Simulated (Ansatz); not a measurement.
# C2H4BIn: the cost of one run

Method: RKS B3LYP-D4/def2-mTZVP, in Ansatz 0.2.0.

### 1 Starting point

Bond lengths: B1–C2 1.573 Å, C2–C3 1.221 Å, C2–In4 2.573 Å, B1–H5 1.193 Å, B1–H6 1.191 Å, C3–H7 1.062 Å, B1–H8 1.284 Å. Angles: B1–C2–C3 172.1°, B1–C2–In4 88.8°, C3–C2–In4 84.1°, C2–B1–H5 108.8°, C2–B1–H6 111.6°, C2–B1–H8 105.7°, H5–B1–H6 114.9°, H5–B1–H8 107.4°, H6–B1–H8 108.0°, C2–C3–H7 164.4°.

As a file:

```xyz
8

B    -0.4029    0.9907   -0.3651
C     0.6086   -0.1155    0.1112
C     1.2605   -1.0501    0.5506
In   -1.3361   -1.8004    0.1531
H    -0.5177    1.8049    0.4996
H    -0.1024    1.4296   -1.4304
H     2.0255   -1.6575    0.9674
H    -1.5354    0.3982   -0.4865
```

### 2 End point A

Input file input.yaml:

```yaml
crystal:
  periodic: [false, false, false]
  atoms:
    - { symbol: B, position_ang: [-0.40292, 0.99073, -0.36515] }
    - { symbol: C, position_ang: [0.6086, -0.11546, 0.11123] }
    - { symbol: C, position_ang: [1.26049, -1.05009, 0.55064] }
    - { symbol: In, position_ang: [-1.33606, -1.80039, 0.1531] }
    - { symbol: H, position_ang: [-0.51773, 1.80492, 0.49964] }
    - { symbol: H, position_ang: [-0.10242, 1.42961, -1.43043] }
    - { symbol: H, position_ang: [2.02546, -1.65748, 0.96744] }
    - { symbol: H, position_ang: [-1.53543, 0.39816, -0.48647] }
basis:
  gaussian: { orbitals: def2-mTZVP }
hamiltonian:
  xc: b3lyp
  dispersion: d4
relax:
  f_tol: 0.02
  max_steps: 50
output:
  orbitals: {}
```

Command:

```bash
$ ansatz run input.yaml --threads 2 --pin off --max-ram 3072MiB --backend cpu --events-out ev --progress --plain --runs-dir out
```

**Question.** How long does this run take on 2 threads of AMD EPYC 9R45 (Zen 5), shared host, and how much memory does it need?

About 10 s, with a peak of 0.25 GiB.
